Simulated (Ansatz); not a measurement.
# WS2: the cost of one run

Program: Ansatz 0.2.0. Level of theory: DFT r²SCAN+U (U_eff = 2 eV on W d), plane waves, PAW, no spin–orbit coupling unless a run says so. These are calculated values, not measurements.

The COD entry's cell or inner coordinates are ideal or old and differ from later refinements, so a difference from it is no clean test against experiment.

### Step 1. The structure to begin with

The structure is hexagonal, space group P6_3/mmc (No. 194). Conventional cell: a = 3.180 Å, b = 3.180 Å, c = 12.500 Å, α = 90.00°, β = 90.00°, γ = 120.00°. Around W (site symmetry -6m2) lie 6 S at 2.45 Å. Around S (site symmetry 3m) lie 3 W at 2.45 Å.

As a file:

```xyz
6
Lattice="3.1800 0.0000 0.0000 -1.5900 2.7540 0.0000 0.0000 0.0000 12.5000" Properties=species:S:1:pos:R:3 pbc="T T T"
W     0.0000    1.8360    3.1250
W     1.5900    0.9180    9.3750
S     0.0000    1.8360    7.7500
S     1.5900    0.9180    1.5000
S     0.0000    1.8360   11.0000
S     1.5900    0.9180    4.7500
```

Magnetic order typed: opposed in the cell.

An earlier series on this cell reached its lowest free state from «random orbitals: single harmonics, first filling», perhaps among other starts (it ended with site moments under 0.05 μB).

### Step 2. Random orbitals: single harmonics, second filling

input.yaml

```yaml
crystal:
  lattice:
    - [3.17999949, 0.0, 0.0]
    - [-1.58999974, 2.75396034, 0.0]
    - [0.0, 0.0, 12.49999932]
  atoms:
    - { symbol: W, position: [0.3333333333, 0.6666666667, 0.25], spin: 0.3 }
    - { symbol: W, position: [0.6666666667, 0.3333333333, 0.75], spin: -0.3 }
    - { symbol: S, position: [0.3333333333, 0.6666666667, 0.62] }
    - { symbol: S, position: [0.6666666667, 0.3333333333, 0.12] }
    - { symbol: S, position: [0.3333333333, 0.6666666667, 0.88] }
    - { symbol: S, position: [0.6666666667, 0.3333333333, 0.38] }
basis:
  ecutwfc: 500
  ecutrho_ratio: 4
kpoints:
  mp_grid: { grid: [7, 7, 2] }
hamiltonian:
  xc: r2scan
  hubbard:
    sites:
      - { site: 0, l: d, u_eff: 2.0, starting_ns: [{ spin: up, occupation_matrix: s0up }, { spin: down, occupation_matrix: s0down }] }
      - { site: 1, l: d, u_eff: 2.0, starting_ns: [{ spin: up, occupation_matrix: s1up }, { spin: down, occupation_matrix: s1down }] }
    occupation_matrices:
      s0up:
        matrix:
          - [0.02, 0.0, 0.0, 0.0, 0.0]
          - [0.0, 0.02, 0.0, 0.0, 0.0]
          - [0.0, 0.0, 0.97, 0.0, 0.0]
          - [0.0, 0.0, 0.0, 0.02, 0.0]
          - [0.0, 0.0, 0.0, 0.0, 0.02]
      s0down:
        matrix:
          - [0.02, 0.0, 0.0, 0.0, 0.0]
          - [0.0, 0.02, 0.0, 0.0, 0.0]
          - [0.0, 0.0, 0.97, 0.0, 0.0]
          - [0.0, 0.0, 0.0, 0.02, 0.0]
          - [0.0, 0.0, 0.0, 0.0, 0.02]
      s1up:
        matrix:
          - [0.02, 0.0, 0.0, 0.0, 0.0]
          - [0.0, 0.02, 0.0, 0.0, 0.0]
          - [0.0, 0.0, 0.02, 0.0, 0.0]
          - [0.0, 0.0, 0.0, 0.02, 0.0]
          - [0.0, 0.0, 0.0, 0.0, 0.97]
      s1down:
        matrix:
          - [0.02, 0.0, 0.0, 0.0, 0.0]
          - [0.0, 0.02, 0.0, 0.0, 0.0]
          - [0.0, 0.0, 0.02, 0.0, 0.0]
          - [0.0, 0.0, 0.0, 0.02, 0.0]
          - [0.0, 0.0, 0.0, 0.0, 0.97]
    ns_hold: { iters: 12 }
scf:
  occupations: { method: gaussian, width: 0.05 }
  lower_state_search: "off"
  max_iter: 150
output:
  forces: true
  stress: true
  eigenvalues: true
  populations: true
  hubbard: { sites: [{ site: 0, l: d }, { site: 1, l: d }] }
magnetization:
  spin_polarized: true
```

The typed matrices put 0.97 on the chosen orbitals and 0.02 on the others, and are held for 12 cycles.

Launch:

```sh
ansatz run input.yaml --threads 8 --pin off --max-ram 12288MiB --backend cpu --events-out ev --progress --plain --runs-dir out
```

Q: Estimate wall time and peak memory on 8 threads of Arm Neoverse V1, shared host.

About 27 s, with a peak of 0.86 GiB.
